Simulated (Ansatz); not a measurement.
# MgAuC4N4: what a guessed cell relaxes into

Aim: relax a trial structure of MgAuC4N4 and see where it ends.

Method: DFT PBE, scalar-relativistic, plane waves, PAW, in Ansatz 0.2.0.

## Step 1: Starting point

The structure is cubic, space group P-43m (No. 215). The conventional cell has a = 5.955 Å, b = 5.955 Å, c = 5.955 Å, α = 90.00°, β = 90.00°, γ = 90.00°. Mg (site symmetry -43m) has 4 C at 1.98 Å in its first shell of neighbours. C (site symmetry 3m) has 1 N at 1.17 Å and 1 Mg at 1.98 Å in its first shell of neighbours. Au (site symmetry -43m) has 4 N at 2.01 Å in its first shell of neighbours. N (site symmetry 3m) has 1 C at 1.17 Å and 1 Au at 2.01 Å in its first shell of neighbours.

As a file:

```cif
data_structure
_symmetry_space_group_name_H-M 'P-43m'
_symmetry_Int_Tables_number 215
_cell_length_a 5.9554
_cell_length_b 5.9554
_cell_length_c 5.9554
_cell_angle_alpha 90.000
_cell_angle_beta 90.000
_cell_angle_gamma 90.000
_cell_volume 211.22
loop_
_atom_site_label
_atom_site_type_symbol
_atom_site_symmetry_multiplicity
_atom_site_Wyckoff_symbol
_atom_site_fract_x
_atom_site_fract_y
_atom_site_fract_z
_atom_site_occupancy
Mg1 Mg 1 a 0.00000 0.00000 0.00000 1
C1 C 4 e 0.19195 0.19195 0.19195 1
Au1 Au 1 b 0.50000 0.50000 0.50000 1
N1 N 4 e 0.30538 0.30538 0.30538 1
```

A structure generator made this guess: two interpenetrating cyanide-bridged diamond nets (P-43m, No. 215). Its size is a rough estimate.

## Step 2: The guess as it stands, on a coarse mesh

input.yaml

```yaml
crystal:
  lattice:
    - [5.95536803, 0.0, 0.0]
    - [0.0, 5.95536803, 0.0]
    - [0.0, 0.0, 5.95536803]
  atoms:
    - { symbol: Mg, position: [0.0, 0.0, 0.0] }
    - { symbol: C, position: [0.19195347, 0.19195347, 0.19195347] }
    - { symbol: C, position: [0.19195347, 0.80804653, 0.80804653] }
    - { symbol: C, position: [0.80804653, 0.19195347, 0.80804653] }
    - { symbol: C, position: [0.80804653, 0.80804653, 0.19195347] }
    - { symbol: Au, position: [0.5, 0.5, 0.5] }
    - { symbol: "N", position: [0.30538051, 0.30538051, 0.30538051] }
    - { symbol: "N", position: [0.30538051, 0.69461949, 0.69461949] }
    - { symbol: "N", position: [0.69461949, 0.30538051, 0.69461949] }
    - { symbol: "N", position: [0.69461949, 0.69461949, 0.30538051] }
basis:
  ecutwfc: 420
kpoints:
  mp_grid: { grid: [4, 4, 4] }
hamiltonian:
  xc: pbe
scf:
  occupations: { method: gaussian, width: 0.1 }
  lower_state_search: "off"
output:
  forces: true
  stress: true
  eigenvalues: true
```

Started as:

```console
ansatz run input.yaml --threads 1 --pin off --max-ram 2560MiB --backend cpu --events-out ev --progress --plain --runs-dir out
```

Further runs follow: spin check on a coarse mesh; coarse relaxation; relaxation on the finer mesh.

Q: Predict the outcome of this session. Wanted: conventional cell; volume; energy over the elements; gap on the mesh; total moment.

As calculated:

| quantity | value |
| --- | --- |
| symmetry at the end (tolerance 0.05 Å) | space group P-43m (No. 215) |
| conventional cell | a = 6.334 Å, b = 6.334 Å, c = 6.334 Å, α = 90.00°, β = 90.00°, γ = 90.00° |
| volume | 25.41 Å³/atom |
| energy over the elements (uncorrected; H, N, O, F and Cl as molecules) | +0.61 eV/atom |
| gap on the mesh | none (metal) |
| total moment | 1.00 μB/cell |

The space group P-43m (No. 215) is kept, and the volume per atom grows by 20.3 % from the first guess. With a positive formation energy it can't be a ground state. No finished test with a distortion of lower symmetry is shown, so the end may be a saddle point. The runs treat Au without spin-orbit coupling. Other magnetic orders were not searched.
